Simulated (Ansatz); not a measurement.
# C₄H₁₂S₄Zr: how energies converge with the basis set

An exercise on one series of results from a longer session: the logs are not shown, and one member is left open.

Method: one geometry, several basis sets; program: Ansatz 0.2.0, Gaussian basis.

Levels to be run: PBE0-D4/def2-SVP; ωB97M-V/def2-SVP; PBE0-D4/def2-QZVPP; ωB97M-V/def2-QZVPP; the functionals' def2-TZVPP values are taken from earlier runs.

**Structure used throughout**

All runs share one geometry, relaxed beforehand with PBE0-D4 in a triple-zeta def2 set. Zr takes the def2 core potential; no spin-orbit term is included.

SMILES `C[S][Zr]([S]C)([S]C)[S]C`, 21 atoms, charge 0, spin multiplicity 1.

Atoms are counted from 1 here; the program's logs count them from 0.

Bond lengths: C1–S2 1.822 Å, C1–H10 1.090 Å, C1–H11 1.089 Å, C1–H12 1.090 Å, S2–Zr3 2.429 Å, Zr3–S4 2.430 Å, Zr3–S6 2.412 Å, Zr3–S8 2.413 Å, S4–C5 1.822 Å, C5–H13 1.090 Å, C5–H14 1.090 Å, C5–H15 1.089 Å, S6–C7 1.822 Å, C7–H16 1.089 Å, C7–H17 1.091 Å, C7–H18 1.089 Å, S8–C9 1.822 Å, C9–H19 1.092 Å and more. Angles: S2–C1–H10 107.5°, S2–C1–H11 110.1°, S2–C1–H12 111.4°, H10–C1–H11 108.7°, H10–C1–H12 109.1°, H11–C1–H12 109.9°, C1–S2–Zr3 105.7°, S2–Zr3–S4 102.9°, S2–Zr3–S6 115.5°, S2–Zr3–S8 104.3°, S4–Zr3–S6 104.2°, S4–Zr3–S8 115.8°, S6–Zr3–S8 113.9°, Zr3–S4–C5 105.9°, S4–C5–H13 107.5°, S4–C5–H14 111.4°, S4–C5–H15 110.2°, H13–C5–H14 109.1° and more.

As a file:

```xyz
21
C4H12S4Zr
C    -0.06909    2.52093   -0.26255
S    -1.39326    1.32136    0.09357
Zr   -0.27676   -0.65355    0.96054
S     1.54207   -0.98311   -0.61627
C     0.79814   -0.84204   -2.27317
S     0.82799   -0.37493    3.08697
C     1.55180    1.28320    2.87039
S    -1.98766   -2.35447    0.96289
C    -2.16224   -2.61497   -0.83205
H    -0.43081    3.18593   -1.04654
H     0.14907    3.11291    0.62547
H     0.83712    2.02200   -0.60696
H     1.58526   -0.53328   -2.96083
H    -0.00076   -0.10021   -2.28871
H     0.41205   -1.80854   -2.59499
H     2.53693    1.27700    3.33550
H     1.67548    1.54453    1.81831
H     0.92096    2.02373    3.35938
H    -1.76596   -1.78003   -1.41277
H    -1.64947   -3.53187   -1.11800
H    -3.22524   -2.70420   -1.05307
```

Set-up of the first run:

in.yaml

```yaml
crystal:
  periodic: [false, false, false]
  atoms:
    - {symbol: C, position_ang: [-0.069089, 2.520930, -0.262548]}
    - {symbol: S, position_ang: [-1.393264, 1.321365, 0.093568]}
    - {symbol: Zr, position_ang: [-0.276764, -0.653545, 0.960538]}
    - {symbol: S, position_ang: [1.542069, -0.983112, -0.616270]}
    - {symbol: C, position_ang: [0.798137, -0.842043, -2.273171]}
    - {symbol: S, position_ang: [0.827988, -0.374928, 3.086974]}
    - {symbol: C, position_ang: [1.551797, 1.283201, 2.870391]}
    - {symbol: S, position_ang: [-1.987663, -2.354471, 0.962893]}
    - {symbol: C, position_ang: [-2.162239, -2.614968, -0.832053]}
    - {symbol: H, position_ang: [-0.430807, 3.185929, -1.046539]}
    - {symbol: H, position_ang: [0.149068, 3.112911, 0.625470]}
    - {symbol: H, position_ang: [0.837117, 2.022004, -0.606959]}
    - {symbol: H, position_ang: [1.585255, -0.533280, -2.960828]}
    - {symbol: H, position_ang: [-0.000758, -0.100208, -2.288707]}
    - {symbol: H, position_ang: [0.412048, -1.808535, -2.594995]}
    - {symbol: H, position_ang: [2.536934, 1.276995, 3.335500]}
    - {symbol: H, position_ang: [1.675482, 1.544529, 1.818305]}
    - {symbol: H, position_ang: [0.920963, 2.023735, 3.359380]}
    - {symbol: H, position_ang: [-1.765957, -1.780034, -1.412772]}
    - {symbol: H, position_ang: [-1.649474, -3.531868, -1.118003]}
    - {symbol: H, position_ang: [-3.225241, -2.704205, -1.053074]}
basis:
  gaussian: {orbitals: def2-SVP}
hamiltonian: {xc: pbe0, dispersion: d4}
output: {orbitals: {seedname: orbitals}}
```

The run is started by

```sh
$ ansatz run in.yaml --threads 4 --pin off --events-out ev --progress --plain --max-ram 66560MiB --backend cpu
```

Steps of the session up to this table: PBE0-D4 in def2-SVP; ωB97M-V in def2-SVP; PBE0-D4 in def2-QZVPP; ωB97M-V in def2-QZVPP.

One table of the session follows, with a row left open; its other results are not shown here.

```
functional       basis  HOMO (eV)  LUMO (eV)
   PBE0-D4    def2-SVP      -6.94      -2.20
   PBE0-D4  def2-TZVPP      -6.93      -2.20
   PBE0-D4  def2-QZVPP      -6.94      -2.21
   ωB97M-V    def2-SVP          ?          ?
   ωB97M-V  def2-TZVPP      -9.04      -0.29
   ωB97M-V  def2-QZVPP      -9.06      -0.32
```

**Question.** Estimate the row for ωB97M-V, def2-SVP.

**Answer.** HOMO (eV): -9.02; LUMO (eV): -0.24. In the column «HOMO (eV)» it lies between ωB97M-V, def2-TZVPP (-9.04) and PBE0-D4, def2-SVP (-6.94).
